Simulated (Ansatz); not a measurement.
# Cl2F2H3OTa: the cost of one run

Program: Ansatz 0.2.0. Level of theory: RHF/def2-SVP. These are calculated values, not measurements.

### Step 1. The system as given

Bond lengths: Ta1–F2 2.280 Å, Ta1–O3 2.020 Å, O3–H4 1.010 Å, Ta1–Cl5 2.470 Å, Ta1–F6 1.930 Å, Ta1–Cl7 2.470 Å, Ta1–H8 2.100 Å, Ta1–H9 2.221 Å. Angles (14 of 22 angles, heavy atoms first): F2–Ta1–O3 90.0°, F2–Ta1–Cl5 90.0°, F2–Ta1–F6 120.0°, F2–Ta1–Cl7 120.0°, O3–Ta1–Cl5 180.0°, O3–Ta1–F6 90.0°, O3–Ta1–Cl7 90.0°, Cl5–Ta1–F6 90.0°, Cl5–Ta1–Cl7 90.0°, F6–Ta1–Cl7 120.0°, F2–Ta1–H8 71.6°, F2–Ta1–H9 40.9°, O3–Ta1–H8 117.9°, O3–Ta1–H9 108.8°.

Coordinates:

```xyz
9

Ta    0.0000    0.0000    0.0000
F     2.2800    0.0000    0.0000
O     0.0000    0.0000    2.0200
H    -0.2547   -0.9174    2.3571
Cl    0.0000    0.0000   -2.4700
F    -0.9650    1.6714    0.0000
Cl   -1.2350   -2.1390    0.0000
H     0.6622   -1.7344   -0.9815
H     1.6779   -1.2665   -0.7167
```

### Step 2. Pulling towards end A

Springs on the bonds that form and break draw the guess towards this end; the thresholds are loose.

File input.yaml:

```yaml
crystal:
  periodic: [false, false, false]
  atoms:
    - { symbol: Ta, position_ang: [0.0, 0.0, 0.0] }
    - { symbol: F, position_ang: [2.28, 0.0, 0.0] }
    - { symbol: O, position_ang: [0.0, 0.0, 2.02] }
    - { symbol: H, position_ang: [-0.2547, -0.9174, 2.3571] }
    - { symbol: Cl, position_ang: [0.0, 0.0, -2.47] }
    - { symbol: F, position_ang: [-0.965, 1.6714, 0.0] }
    - { symbol: Cl, position_ang: [-1.235, -2.139, 0.0] }
    - { symbol: H, position_ang: [0.6622, -1.7344, -0.9815] }
    - { symbol: H, position_ang: [1.6779, -1.2665, -0.7167] }
basis:
  gaussian: { orbitals: def2-SVP }
hamiltonian:
  xc: hf
relax:
  f_tol: 0.15
  max_steps: 25
  restrain:
    - { distance: [0, 7], at: 3.0, k: 30.0 }
    - { distance: [8, 1], at: 2.12, k: 30.0 }
    - { distance: [0, 1], at: 1.93, k: 30.0 }
    - { distance: [8, 7], at: 0.66, k: 30.0 }
```

The run is started by

```bash
$ ansatz run input.yaml --threads 2 --pin off --max-ram 3072MiB --backend cpu --events-out ev --progress --plain --runs-dir out
```

Q: Estimate wall time and peak memory on 2 threads of Arm Neoverse V2, shared host.

About 27 s, with a peak of 0.3 GiB.
